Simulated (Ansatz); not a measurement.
# BH3C18: the cost of one run

Program: Ansatz 0.2.0. Level of theory: DFT PBEsol, plane waves, PAW, scalar-relativistic, no spin polarisation. These are calculated values, not measurements.

### Step 1. The system as given

The cell holds 22 atoms (C18H3B): a = 7.398 Å, b = 7.398 Å, c = 13.000 Å, α = 90.00°, β = 90.00°, γ = 120.00°.

Coordinates:

```xyz
22
Lattice="7.3980 0.0000 0.0000 -3.6990 6.4069 0.0000 0.0000 0.0000 13.0000" Properties=species:S:1:pos:R:3 pbc="T T T"
C     0.0000    0.0000    1.0000
C     1.2330    0.7119    1.0000
C    -1.2330    2.1356    1.0000
C     0.0000    2.8475    1.0000
C    -2.4660    4.2712    1.0000
C    -1.2330    4.9831    1.0000
C     2.4660    0.0000    1.0000
C     3.6990    0.7119    1.0000
C     1.2330    2.1356    1.0000
C     2.4660    2.8475    1.0000
C     0.0000    4.2712    1.0000
C     1.2330    4.9831    1.0000
C     4.9320    0.0000    1.0000
C     6.1650    0.7119    1.0000
C     3.6990    2.1356    1.0000
C     4.9320    2.8475    1.0000
C     2.4660    4.2712    1.0000
C     3.6990    4.9831    1.0000
B     6.1533    0.6189    2.6400
H     5.8680   -0.5364    2.8185
H     7.2964    0.9495    2.8185
H     5.2954    1.4436    2.8185
```

### Step 2. Relaxing end A

input.yaml reads:

```yaml
crystal:
  lattice:
    - [7.398, 0.0, 0.0]
    - [-3.699, 6.406856, 0.0]
    - [0.0, 0.0, 13.0]
  atoms:
    - { symbol: C, position: [0.0, 0.0, 0.0769231] }
    - { symbol: C, position: [0.2222222, 0.1111111, 0.0769231] }
    - { symbol: C, position: [0.0, 0.3333333, 0.0769231] }
    - { symbol: C, position: [0.2222222, 0.4444444, 0.0769231] }
    - { symbol: C, position: [0.0, 0.6666667, 0.0769231] }
    - { symbol: C, position: [0.2222222, 0.7777778, 0.0769231] }
    - { symbol: C, position: [0.3333333, 0.0, 0.0769231] }
    - { symbol: C, position: [0.5555556, 0.1111111, 0.0769231] }
    - { symbol: C, position: [0.3333333, 0.3333333, 0.0769231] }
    - { symbol: C, position: [0.5555556, 0.4444444, 0.0769231] }
    - { symbol: C, position: [0.3333333, 0.6666667, 0.0769231] }
    - { symbol: C, position: [0.5555556, 0.7777778, 0.0769231] }
    - { symbol: C, position: [0.6666667, 0.0, 0.0769231] }
    - { symbol: C, position: [0.8888889, 0.1111111, 0.0769231] }
    - { symbol: C, position: [0.6666667, 0.3333333, 0.0769231] }
    - { symbol: C, position: [0.8888889, 0.4444444, 0.0769231] }
    - { symbol: C, position: [0.6666667, 0.6666667, 0.0769231] }
    - { symbol: C, position: [0.8888889, 0.7777778, 0.0769231] }
    - { symbol: B, position: [0.8800482, 0.0965973, 0.2030769] }
    - { symbol: H, position: [0.7513249, -0.0837249, 0.2168077] }
    - { symbol: H, position: [1.0603669, 0.1481973, 0.2168077] }
    - { symbol: H, position: [0.8284527, 0.2253194, 0.2168077] }
basis:
  ecutwfc: 420.0
kpoints:
  mp_grid: { grid: [2, 2, 1] }
hamiltonian:
  xc: pbesol
  pseudopotentials: { kind: paw, azcp: { folder: soft_1 } }
scf:
  occupations: { method: gaussian, width: 0.02 }
  lower_state_search: "off"
relax:
  f_tol: 0.03
  max_steps: 60
  adjacent_minimum: "off"
output:
  write_density: true
  write_potential: true
  elf: true
  volumetric_format: npy
```

Started as:

```console
ansatz run input.yaml --threads 1 --pin off --max-ram 3072MiB --backend cpu --events-out ev --progress --plain --runs-dir out
```

Q: Estimate wall time and peak memory on 1 thread of Arm Neoverse V1, shared host.

About 1.8 min, with a peak of 0.69 GiB.
